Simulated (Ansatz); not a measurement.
**CH4In radical (SMILES [CH2][InH2]): single points off equilibrium**

A test off equilibrium: a structure displaced at random from a GFN2-xTB minimum is computed at several levels, and each is set against CCSD(T).

The runs use Ansatz 0.2.0, Gaussian basis; single points in def2-TZVPP.

Correlated methods freeze the cores. Filled d shells of the heavier atoms are correlated. Core potentials replace the inner electrons past krypton, and spin-orbit coupling is left out. Orbitals are unrestricted. B3LYP uses VWN-RPA correlation.

## 1. Starting geometry

6 atoms, charge 0, spin multiplicity 2.

Atoms are counted from 1 here; the program's logs count them from 0.

Bond lengths: C1–In2 2.117 Å, C1–H4 1.123 Å, In2–H5 1.812 Å, In2–H6 1.728 Å. Angles: In2–C1–H4 131.6°, C1–In2–H5 128.9°, C1–In2–H6 114.8°, H5–In2–H6 115.0°.

Geometry (Å):

| atom | x (Å) | y (Å) | z (Å) |
| --- | --- | --- | --- |
| C1 | 0.0323 | -1.0966 | -0.0106 |
| In2 | 0.0087 | 1.0195 | -0.0634 |
| H3 | -0.5127 | -2.0291 | 1.1723 |
| H4 | 0.0496 | -1.8630 | -0.8319 |
| H5 | 0.1782 | 2.1241 | -1.4903 |
| H6 | 0.1845 | 1.7835 | 1.4761 |

## 2. CCSD(T)/def2-TZVPP

run/in.yaml reads:

```yaml
crystal:
  periodic: [false, false, false]
  atoms:
    - {symbol: C, position_ang: [0.032300, -1.096600, -0.010600]}
    - {symbol: In, position_ang: [0.008700, 1.019500, -0.063400]}
    - {symbol: H, position_ang: [-0.512700, -2.029100, 1.172300]}
    - {symbol: H, position_ang: [0.049600, -1.863000, -0.831900]}
    - {symbol: H, position_ang: [0.178200, 2.124100, -1.490300]}
    - {symbol: H, position_ang: [0.184500, 1.783500, 1.476100]}
basis:
  gaussian: {orbitals: def2-TZVPP}
magnetization: {spin_polarized: true, initial_magnetization: 1}
correlation: {method: ccsd_t}
scf: {omitted_lower_state_checks: [cluster_reference]}
output: {forces: true}
```

The command line of these runs was not kept.

## 3. PBE0-D4/def2-TZVPP

Edit run/in.yaml of step 2 so:

```diff
@@ -12,4 +12,3 @@
 magnetization: {spin_polarized: true, initial_magnetization: 1}
-correlation: {method: ccsd_t}
-scf: {omitted_lower_state_checks: [cluster_reference]}
-output: {forces: true}
+hamiltonian: {xc: pbe0, dispersion: d4}
+output: {forces: true, orbitals: {seedname: orbitals}}
```

## 4. wB97M-V/def2-TZVPP

Edit run/in.yaml of step 3 so:

```diff
@@ -12,3 +12,3 @@
 magnetization: {spin_polarized: true, initial_magnetization: 1}
-hamiltonian: {xc: pbe0, dispersion: d4}
-output: {forces: true, orbitals: {seedname: orbitals}}
+hamiltonian: {xc: {name: wB97M-V}}
+output: {forces: true}
```

## 5. r2SCAN-D4/def2-TZVPP

Edit run/in.yaml of step 4 so:

```diff
@@ -12,3 +12,3 @@
 magnetization: {spin_polarized: true, initial_magnetization: 1}
-hamiltonian: {xc: {name: wB97M-V}}
+hamiltonian: {xc: r2scan, dispersion: d4}
 output: {forces: true}
```

## 6. PBE-D4/def2-TZVPP

Edit run/in.yaml of step 5 so:

```diff
@@ -12,3 +12,3 @@
 magnetization: {spin_polarized: true, initial_magnetization: 1}
-hamiltonian: {xc: r2scan, dispersion: d4}
+hamiltonian: {xc: pbe, dispersion: d4}
 output: {forces: true}
```

## 7. BHLYP-D4/def2-TZVPP

Edit run/in.yaml of step 6 so:

```diff
@@ -12,3 +12,3 @@
 magnetization: {spin_polarized: true, initial_magnetization: 1}
-hamiltonian: {xc: pbe, dispersion: d4}
+hamiltonian: {xc: {name: BHLYP}, dispersion: d4}
 output: {forces: true}
```

## 8. B3LYP-D4/def2-TZVPP

Edit run/in.yaml of step 7 so:

```diff
@@ -12,3 +12,3 @@
 magnetization: {spin_polarized: true, initial_magnetization: 1}
-hamiltonian: {xc: {name: BHLYP}, dispersion: d4}
+hamiltonian: {xc: {name: B3LYP}, dispersion: d4}
 output: {forces: true}
```

(Steps that only read results are left out.)

What does the calculation give? Wanted: energy less free atoms, CCSD(T)/def2-TZVPP; RMS force component; RMS force error; HOMO and LUMO, PBE0-D4; T1 diagnostic.

As calculated:

| quantity | value |
| --- | --- |
| energy less free atoms, CCSD(T)/def2-TZVPP | -1317.8 kJ/mol |
| RMS force component | 1.518 to 1.722 eV/Å over the methods |
| RMS force error | PBE0-D4 0.087, wB97M-V 0.097, r2SCAN-D4 0.041, PBE-D4 0.118, BHLYP-D4 0.180, B3LYP-D4 0.077 eV/Å |
| HOMO and LUMO, PBE0-D4 | -7.18 and -2.90 eV |
| T1 diagnostic | 0.030 |

In words: Against CCSD(T) the functionals' energies less atoms differ by -39.0 to +17.7 kJ/mol, PBE-D4 by -37.9 kJ/mol. A larger basis would deepen the CCSD(T) value, while the functionals are nearly converged already, so the order here is not reliable. On forces the order runs from r2SCAN-D4 to BHLYP-D4. Frozen-core CCSD(T) forces in triple zeta carry basis errors of their own, and this is one geometry, so small gaps rank nothing. The unrestricted reference is spin-contaminated, which hurts MP2 most.
